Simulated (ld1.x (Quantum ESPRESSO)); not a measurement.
# F, PAW: a sweep of the scale of all radii

Aim: generate and test one potential in full, then change the scale of all radii and see what happens to hardness, ghosts and transferability.

Method: ld1.x (Quantum ESPRESSO) 7.5, LDA (PZ), scalar-relativistic.

## Step 1: The atom and the settings

The settings as typed:

```
element                 : fluorine (F, Z = 9)
type                    : PAW
frozen core             : [He]
valence charge          : 7
reference configuration : 2s1.5 2p5.5
partial waves           : 2s (bound): rcut 0.64, rcutus 0.78 bohr; 2s channel at -1.7 Ry: rcut 0.64, rcutus 0.78 bohr; 2p (bound): rcut 1.26, rcutus 1.72 bohr; 2p channel at -0.55 Ry: rcut 1.26, rcutus 1.72 bohr; 3d channel at 0.25 Ry: rcut 1.12, rcutus 1.38 bohr; 3d channel at 1.35 Ry: rcut 1.12, rcutus 1.38 bohr
local potential         : all-electron potential smoothed inside 0.74 bohr (lloc = -2)
core correction         : Bessel-smoothed model core, default radius (core density twice the valence density)
augmentation charge     : PSQ, inside the norm-conserving radii
```

## Step 2: The first potential

F.in reads:

```
 &input
   title='F', zed=9., rel=1, dft='PZ', iswitch=3,
   config='[He] 2s1.5 2p5.5 3d-2',
   nld=3, rlderiv=1.90, eminld=-4.0, emaxld=5.0, deld=0.02
 /
 &inputp
   pseudotype=3, lpaw=.true., tm=.true., lloc=-2, rcloc=0.74,
   nlcc=.true., new_core_ps=.true.,
   which_augfun='PSQ', rmatch_augfun_nc=.true.,
   file_pseudopw='F.UPF', file_wfcaegen='ae.wfc', file_wfcncgen='nc.wfc', file_beta='beta', file_chi='chi', file_wfcusgen='us.wfc'
 /
6
2S  1  0   1.50   0.00  0.64  0.78  0.0
2S  1  0   0.00  -1.70  0.64  0.78  0.0
2P  2  1   5.50   0.00  1.26  1.72  0.0
2P  2  1   0.00  -0.55  1.26  1.72  0.0
3D  3  2  -2.00   0.25  1.12  1.38  0.0
3D  3  2  -2.00   1.35  1.12  1.38  0.0
 &test
   configts(1)='2s1.5 2p5.5'
 /
```

Run with:

```bash
$ ld1.x < F.in > F.out
```

The output, F.out (without the banner and most projector matrices):

```text
     Program LD1 v.7.5
     --------------------------- All-electron run ----------------------------

     F
     scalar relativistic calculation

     atomic number is  9.00
     dft =PZ   lsd =0 sic =0 latt =0  beta=0.20 tr2=1.0E-14
     Exchange-correlation= PZ
                           (   1   1   0   0   0   0   0)
     mesh =1105 r(mesh) =  99.76081 a.u. xmin = -7.00 dx = 0.01250
     1 Ry =  13.60569312 eV, c = 137.03599908

     n l     nl                  e(Ry)          e(Ha)          e(eV)
     1 0     1S 1( 2.00)       -48.4526       -24.2263      -659.2311
     2 0     2S 1( 1.50)        -2.1970        -1.0985       -29.8911
     2 1     2P 1( 5.50)        -0.8453        -0.4227       -11.5009

     final scf error:  9.9E-16 reached in  33 iterations

     Etot =    -197.698389 Ry,     -98.849195 Ha,   -2689.823616 eV

     Ekin =     197.191038 Ry,      98.595519 Ha,    2682.920745 eV
     Encl =    -474.662380 Ry,    -237.331190 Ha,   -6458.110680 eV
     Eh   =      98.964757 Ry,      49.482379 Ha,    1346.484115 eV
     Exc  =     -19.191804 Ry,      -9.595902 Ha,    -261.117796 eV

     normalization and overlap integrals

     s(1S/1S) =  1.000000  <r> =   0.1772  <r2> =    0.0424  r(max) =   0.1154
     s(2S/2S) =  1.000000  <r> =   1.0093  <r2> =    1.2435  r(max) =   0.7713
     s(2P/2P) =  1.000000  <r> =   1.1026  <r2> =    1.6277  r(max) =   0.7066

     ------------------------ End of All-electron run ------------------------

     --------------------- Generating PAW atomic setup --------------------

      Generating local potential from pseudized AE potential:
      Matching radius rcloc =   0.7400
      Enforcing V''(0)=0 (lloc=-2)

      Local pseudo, rcloc= 0.743 Estimated cut-off energy=    54.68 Ry

      Computing core charge for nlcc:

       r > 0.28 : true rho core
      Core charge pseudized with two Bessel functions
      Integrated core pseudo-charge :   1.47
      Wfc-us  2S rcutus= 0.781  Estimated cut-off energy=    73.11 Ry
      Wfc-us  2S rcutus= 0.781  Estimated cut-off energy=    73.98 Ry
      Wfc-us  2P rcutus= 1.738  Estimated cut-off energy=    26.66 Ry
      Wfc-us  2P rcutus= 1.738  Estimated cut-off energy=    29.89 Ry
      Wfc-us  3D rcutus= 1.388  Estimated cut-off energy=    52.71 Ry
      Wfc-us  3D rcutus= 1.388  Estimated cut-off energy=    53.71 Ry

     Required augmentation: PSQ   radius:    1.720000

     Q pseudized with Bessel functions
     Expected ecutrho=     593.8196 due to l1=  0   l2=  2

     Estimated PAW energy =  -57.248872 Ryd

     The PAW screened D coefficients
     1.99264     1.68710     0.00000     0.00000     0.00000     0.00000
     1.68710     1.42841     0.00000     0.00000     0.00000     0.00000
     0.00000     0.00000    -0.89639    -0.47804     0.00000     0.00000
     0.00000     0.00000    -0.47804    -0.25315     0.00000     0.00000
     0.00000     0.00000     0.00000     0.00000    -0.00964    -0.01125
     0.00000     0.00000     0.00000     0.00000    -0.01125    -0.01207

     The PAW descreened D coefficients (US)
     1.10402     0.92989     0.00000     0.00000     0.00000     0.00000
     0.92989     0.78314     0.00000     0.00000     0.00000     0.00000
     0.00000     0.00000     2.72040     1.62437     0.00000     0.00000
     0.00000     0.00000     1.62437     0.96870     0.00000     0.00000
     0.00000     0.00000     0.00000     0.00000    -0.00045     0.00171
     0.00000     0.00000     0.00000     0.00000     0.00171     0.00528

     ------------------- End of pseudopotential generation -------------------

     [... the all-electron block is printed once more ...]


     Computing logarithmic derivative in   1.90893
     Computing logarithmic derivative in   1.90893
     Computing the partial wave expansion
     R is outside the sphere for l=    0 j= 0.00
     R is outside the sphere for l=    0 j= 0.00
     R is outside the sphere for l=    1 j= 0.00
     R is outside the sphere for l=    1 j= 0.00
     R is outside the sphere for l=    2 j= 0.00
     R is outside the sphere for l=    2 j= 0.00

     ---------------------- Testing the pseudopotential ----------------------

     F
     scalar relativistic calculation

     atomic number is  9.00   valence charge is  7.00
     dft = SLA  PZ   NOGX NOGC   lsd =0 sic =0 latt =0  beta=0.20 tr2=1.0E-14
     mesh =1105 r(mesh) =  99.76081 xmin = -7.00 dx = 0.01250

     n l     nl             e AE (Ry)        e PS (Ry)    De AE-PS (Ry)
     1 0     2S   1( 1.50)       -2.19696       -2.19701        0.00005
     2 1     2P   1( 5.50)       -0.84530       -0.84530        0.00000

     eps = 5.0E-17  iter =  4

     Etot =    -197.698389 Ry,     -98.849195 Ha,   -2689.823616 eV
     Etotps =   -57.248946 Ry,     -28.624473 Ha,    -778.911594 eV

     Ekin =      49.674953 Ry,      24.837477 Ha,     675.862169 eV
     Encl =    -129.990822 Ry,     -64.995411 Ha,   -1768.615230 eV
     Ehrt =      42.258724 Ry,      21.129362 Ha,     574.959237 eV
     Ecxc =     -19.191802 Ry,      -9.595901 Ha,    -261.117770 eV
     (Ecc =      -5.263535 Ry,      -2.631768 Ha,     -71.614046 eV)

     ---------------------- End of pseudopotential test ----------------------
```

Run time: 1.6 s. Hardware: 1 thread, shared host. This counts the later configuration tests of the new file too.

Partial waves on a coarse radial grid (AE all-electron, PS pseudo):

```tsv
r (bohr)	2p AE	2p PS	2s AE	2s PS
0.086	0.1091	0.0116	-0.4519	0.1842
0.172	0.3090	0.0455	-0.2818	0.3617
0.258	0.5043	0.0993	0.0555	0.5265
0.344	0.6623	0.1691	0.3854	0.6731
0.430	0.7765	0.2501	0.6486	0.7973
0.516	0.8503	0.3366	0.8338	0.8960
0.602	0.8905	0.4230	0.9486	0.9668
0.688	0.9046	0.5039	1.0063	1.0087
0.774	0.8993	0.5745	1.0210	1.0210
0.860	0.8801	0.6312	1.0048	1.0048
0.946	0.8514	0.6719	0.9677	0.9677
1.032	0.8166	0.6955	0.9172	0.9172
1.118	0.7780	0.7027	0.8588	0.8588
1.204	0.7374	0.6952	0.7966	0.7966
1.290	0.6962	0.6755	0.7335	0.7335
1.376	0.6552	0.6469	0.6714	0.6714
1.462	0.6150	0.6126	0.6116	0.6116
1.548	0.5761	0.5757	0.5549	0.5549
1.634	0.5387	0.5387	0.5018	0.5018
1.720	0.5030	0.5030	0.4525	0.4525
1.806	0.4691	0.4691	0.4071	0.4071
1.892	0.4371	0.4371	0.3655	0.3655
1.978	0.4068	0.4068	0.3276	0.3276
2.064	0.3784	0.3784	0.2931	0.2931
2.150	0.3517	0.3517	0.2619	0.2619
2.236	0.3267	0.3267	0.2338	0.2338
```

## Step 3: Transferability test

F.test.in reads:

```
 &input
   title='F', zed=9., rel=1, dft='PZ', iswitch=2,
   config='[He] 2s1.5 2p5.5 3d-2'
 /
 &test
   file_pseudo='F.UPF', nconf=10,
   configts(1)='2s1.5 2p5.5',
   configts(2)='2s2 2p5',
   configts(3)='2s2 2p4',
   configts(4)='2s2 2p3',
   configts(5)='2s1 2p6',
   configts(6)='2s2 2p1',
   configts(7)='2s2 2p5.3',
   configts(8)='2s1 2p5',
   configts(9)='2s1.5 2p5.5', lsdts(9)=1,
   configts(10)='2s2 2p5', lsdts(10)=1
 /
```

Run with:

```bash
$ ld1.x < F.test.in > F.test.out
```

F.test.out, the pseudopotential blocks:

```text
     ---------------------- Testing the pseudopotential ----------------------

     F
     scalar relativistic calculation

     atomic number is  9.00   valence charge is  7.00
     dft =SLA  PZ   NOGX NOGC   lsd =0 sic =0 latt =0  beta=0.20 tr2=1.0E-14
     mesh =1105 r(mesh) =  99.76081 xmin = -7.00 dx = 0.01250

     n l     nl             e AE (Ry)        e PS (Ry)    De AE-PS (Ry)
     1 0     2S   1( 1.50)       -2.19696       -2.19701        0.00005
     2 1     2P   1( 5.50)       -0.84530       -0.84530        0.00000

     eps = 5.0E-17  iter =  4

     Etot =    -197.698389 Ry,     -98.849195 Ha,   -2689.823616 eV
     Etotps =   -57.248946 Ry,     -28.624473 Ha,    -778.911594 eV

     Ekin =      49.674953 Ry,      24.837477 Ha,     675.862169 eV
     Encl =    -129.990822 Ry,     -64.995411 Ha,   -1768.615230 eV
     Ehrt =      42.258724 Ry,      21.129362 Ha,     574.959237 eV
     Ecxc =     -19.191802 Ry,      -9.595901 Ha,    -261.117770 eV
     (Ecc =      -5.263535 Ry,      -2.631768 Ha,     -71.614046 eV)

     ---------------------- End of pseudopotential test ----------------------

     ---------------------- Testing the pseudopotential ----------------------

     F
     [...]
     n l     nl             e AE (Ry)        e PS (Ry)    De AE-PS (Ry)
     1 0     2S   1( 2.00)       -2.17900       -2.17907        0.00007
     2 1     2P   1( 5.00)       -0.83014       -0.83021        0.00008

     eps = 1.0E-16  iter =  7

     Etot =    -198.373517 Ry,     -99.186759 Ha,   -2699.009202 eV
     Etotps =   -57.924082 Ry,     -28.962041 Ha,    -788.097290 eV
     dEtot_ae =      -0.675128 Ry
     dEtot_ps =      -0.675136 Ry,   Delta E=       0.000008 Ry

     [...]
     ---------------------- End of pseudopotential test ----------------------

     ---------------------- Testing the pseudopotential ----------------------

     F
     [...]
     n l     nl             e AE (Ry)        e PS (Ry)    De AE-PS (Ry)
     1 0     2S   1( 2.00)       -3.45966       -3.46101        0.00135
     2 1     2P   1( 4.00)       -2.09141       -2.09296        0.00155

     eps = 6.5E-16  iter =  7

     Etot =    -196.936241 Ry,     -98.468121 Ha,   -2679.454061 eV
     Etotps =   -56.486083 Ry,     -28.243042 Ha,    -768.532317 eV
     dEtot_ae =       0.762148 Ry
     dEtot_ps =       0.762863 Ry,   Delta E=      -0.000715 Ry

     [...]
     ---------------------- End of pseudopotential test ----------------------

     ---------------------- Testing the pseudopotential ----------------------

     F
     [...]
     n l     nl             e AE (Ry)        e PS (Ry)    De AE-PS (Ry)
     1 0     2S   1( 2.00)       -4.96896       -4.97440        0.00543  !
     2 1     2P   1( 3.00)       -3.60977       -3.61507        0.00530  !

     eps = 8.0E-16  iter =  7

     Etot =    -194.105637 Ry,     -97.052818 Ha,   -2640.941730 eV
     Etotps =   -53.652048 Ry,     -26.826024 Ha,    -729.973303 eV
     dEtot_ae =       3.592752 Ry
     dEtot_ps =       3.596898 Ry,   Delta E=      -0.004146 Ry

     [...]
     ---------------------- End of pseudopotential test ----------------------

     ---------------------- Testing the pseudopotential ----------------------

     F
     [...]
     n l     nl             e AE (Ry)        e PS (Ry)    De AE-PS (Ry)
     1 0     2S   1( 1.00)       -2.21457       -2.21461        0.00004
     2 1     2P   1( 6.00)       -0.86013       -0.86005       -0.00008

     eps = 1.4E-16  iter =  7

     Etot =    -197.021864 Ry,     -98.510932 Ha,   -2680.619019 eV
     Etotps =   -56.572383 Ry,     -28.286191 Ha,    -769.706476 eV
     dEtot_ae =       0.676525 Ry
     dEtot_ps =       0.676564 Ry,   Delta E=      -0.000038 Ry

     [...]
     ---------------------- End of pseudopotential test ----------------------

     ---------------------- Testing the pseudopotential ----------------------

     F
     [...]
     n l     nl             e AE (Ry)        e PS (Ry)    De AE-PS (Ry)
     1 0     2S   1( 2.00)       -8.53979       -8.55298        0.01318  !
     2 1     2P   1( 1.00)       -7.30089       -7.29964       -0.00125

     eps = 1.2E-16  iter =  7

     Etot =    -183.330830 Ry,     -91.665415 Ha,   -2494.343010 eV
     Etotps =   -42.864979 Ry,     -21.432489 Ha,    -583.207749 eV
     dEtot_ae =      14.367560 Ry
     dEtot_ps =      14.383967 Ry,   Delta E=      -0.016408 Ry

     [...]
     ---------------------- End of pseudopotential test ----------------------

     ---------------------- Testing the pseudopotential ----------------------

     F
     [...]
     n l     nl             e AE (Ry)        e PS (Ry)    De AE-PS (Ry)
     1 0     2S   1( 2.00)       -1.84968       -1.84971        0.00002
     2 1     2P   1( 5.30)       -0.51076       -0.51075       -0.00001

     eps = 1.2E-15  iter =  9

     Etot =    -198.573859 Ry,     -99.286929 Ha,   -2701.734987 eV
     Etotps =   -58.124451 Ry,     -29.062225 Ha,    -790.823441 eV
     dEtot_ae =      -0.875470 Ry
     dEtot_ps =      -0.875505 Ry,   Delta E=       0.000035 Ry

     [...]
     ---------------------- End of pseudopotential test ----------------------

     ---------------------- Testing the pseudopotential ----------------------

     F
     [...]
     n l     nl             e AE (Ry)        e PS (Ry)    De AE-PS (Ry)
     1 0     2S   1( 1.00)       -3.47262       -3.47381        0.00119
     2 1     2P   1( 5.00)       -2.09859       -2.09992        0.00133

     eps = 5.7E-15  iter = 10

     Etot =    -195.565088 Ry,     -97.782544 Ha,   -2660.798571 eV
     Etotps =   -55.115117 Ry,     -27.557559 Ha,    -749.879368 eV
     dEtot_ae =       2.133301 Ry
     dEtot_ps =       2.133829 Ry,   Delta E=      -0.000528 Ry

     [...]
     ---------------------- End of pseudopotential test ----------------------

     ---------------------- Testing the pseudopotential ----------------------

     F
     [...]
     n l     nl             e AE (Ry)        e PS (Ry)    De AE-PS (Ry)
     1 0     2S   1( 1.00)       -2.25574       -2.25577        0.00002
     2 1     2P   1( 3.00)       -0.89947       -0.89944       -0.00003
     1 0     2S   2( 0.50)       -2.13100       -2.13108        0.00008
     2 1     2P   2( 2.50)       -0.78508       -0.78511        0.00003

     eps = 6.7E-16  iter =  9

     Etot =    -197.728228 Ry,     -98.864114 Ha,   -2690.229593 eV
     Etotps =   -57.278770 Ry,     -28.639385 Ha,    -779.317372 eV
     dEtot_ae =      -0.029839 Ry
     dEtot_ps =      -0.029824 Ry,   Delta E=      -0.000015 Ry

     [...]
     ---------------------- End of pseudopotential test ----------------------

     ---------------------- Testing the pseudopotential ----------------------

     F
     [...]
     n l     nl             e AE (Ry)        e PS (Ry)    De AE-PS (Ry)
     1 0     2S   1( 1.00)       -2.23112       -2.23123        0.00011
     2 1     2P   1( 3.00)       -0.88094       -0.88096        0.00002
     1 0     2S   2( 1.00)       -2.11613       -2.11620        0.00007
     2 1     2P   2( 2.00)       -0.76941       -0.76957        0.00016

     eps = 8.4E-15  iter = 13

     Etot =    -198.401386 Ry,     -99.200693 Ha,   -2699.388377 eV
     Etotps =   -57.951916 Ry,     -28.975958 Ha,    -788.475992 eV
     dEtot_ae =      -0.702997 Ry
     dEtot_ps =      -0.702970 Ry,   Delta E=      -0.000027 Ry

     [...]
     ---------------------- End of pseudopotential test ----------------------
```

Energies count from the reference configuration 2s1.5 2p5.5; the error is all-electron less pseudo. Spin-polarised rows fill open shells by Hund's rule and count from the unpolarised reference.

| valence configuration | charge | ΔE all-electron (eV) | error AE − PS (meV) |
| --- | --- | --- | --- |
| 2s2 2p5 | 0 | -9.186 | +0.1 |
| 2s2 2p4 | +1 | 10.370 | -9.7 |
| 2s2 2p3 | +2 | 48.882 | -56 |
| 2s1 2p6 | 0 | 9.205 | -0.5 |
| 2s2 2p1 | +4 | 195.481 | -223 |
| 2s2 2p5.3 | -0.3 | -11.911 | +0.5 |
| 2s1 2p5 | +1 | 29.025 | -7.2 |
| 2s1.5 2p5.5 (spin-polarised) | 0 | -0.406 | -0.2 |
| 2s2 2p5 (spin-polarised) | 0 | -9.565 | -0.4 |

## Step 4: Logarithmic derivatives

Taken from the files of the generation run. The phase is arctan(r·u′/u) with u = r·R, unwrapped, with energies in Ry. A pole is an energy at which the radial function vanishes at the test radius. The pseudo phase is shifted by a multiple of π to meet the all-electron one at the reference energy. Levels narrower than the energy grid can be missing from the poles. The last column is the largest difference on the grid between −1 and +1 Ry.

| channel | radius (bohr) | reference (Ry) | poles AE | poles PS | window around the reference with phases within 0.05 rad (Ry) | largest difference near zero (rad) |
| --- | --- | --- | --- | --- | --- | --- |
| s | 1.91 | -2.20 | -1.78 | -1.78 | the whole range | 0.001 |
| p | 1.91 | -0.85 | -0.35 | -0.35 | the whole range | 0.000 |
| d | 1.91 | 0.25 | none | none | the whole range | 0.000 |

Phases (rad) along the scan:

```tsv
E (Ry)	s AE	s PS	p AE	p PS
-4.00	1.234	1.234	1.295	1.295
-3.52	1.172	1.172	1.272	1.272
-3.04	1.029	1.028	1.241	1.241
-2.56	0.312	0.311	1.196	1.196
-2.08	-1.358	-1.358	1.117	1.117
-1.60	-1.637	-1.637	0.933	0.933
-1.12	-1.739	-1.739	0.060	0.060
-0.64	-1.805	-1.805	-1.358	-1.358
-0.16	-1.864	-1.864	-1.644	-1.645
0.32	-1.929	-1.929	-1.765	-1.765
0.80	-2.009	-2.009	-1.853	-1.853
1.28	-2.122	-2.123	-1.944	-1.944
1.76	-2.299	-2.301	-2.061	-2.060
2.24	-2.603	-2.608	-2.240	-2.236
2.72	-3.107	-3.116	-2.556	-2.542
3.20	-3.671	-3.679	-3.109	-3.075
3.68	-4.051	-4.057	-3.725	-3.684
4.16	-4.267	-4.271	-4.109	-4.077
4.64	-4.397	-4.401	-4.316	-4.292
```

## Step 5: Cutoff and ghost test in a Bessel basis

A separate test, outside the generator: the pseudo-atom's Hamiltonian at the reference potential is diagonalised in spherical Bessel functions j_l(qr) that vanish at 20 bohr, with q² up to the cutoff.

All-electron valence levels (Ry): 2s -2.1970, 2p -0.8453. The lowest levels of each channel (Ry) by cutoff; the last column sums, over occupied levels, occupation times the distance from the level at 400 Ry. A positive value at high cutoff is not a bound level.

```tsv
cutoff (Ry)	s #1	p #1	d #1	f #1	Σ f·Δε (mRy)
8	-2.0002	-0.4412	0.0809	0.1214	2518.1
15	-2.1701	-0.8042	0.0809	0.1214	266.2
25	-2.1946	-0.8447	0.0809	0.1214	6.8
35	-2.1950	-0.8451	0.0809	0.1214	4.3
50	-2.1963	-0.8453	0.0809	0.1214	1.2
55	-2.1965	-0.8453	0.0809	0.1214	0.9
70	-2.1966	-0.8453	0.0809	0.1214	0.6
400	-2.1970	-0.8453	0.0809	0.1214	0.0
```

The sum stays within 10 mRy from 25 Ry and within 1 mRy from 55 Ry. The sum leaves out empty levels, which can need more. Ghost test: no level below the all-electron spectrum of its channel (s, p, d, f tested).

(Part 1 of 2 ends here.)
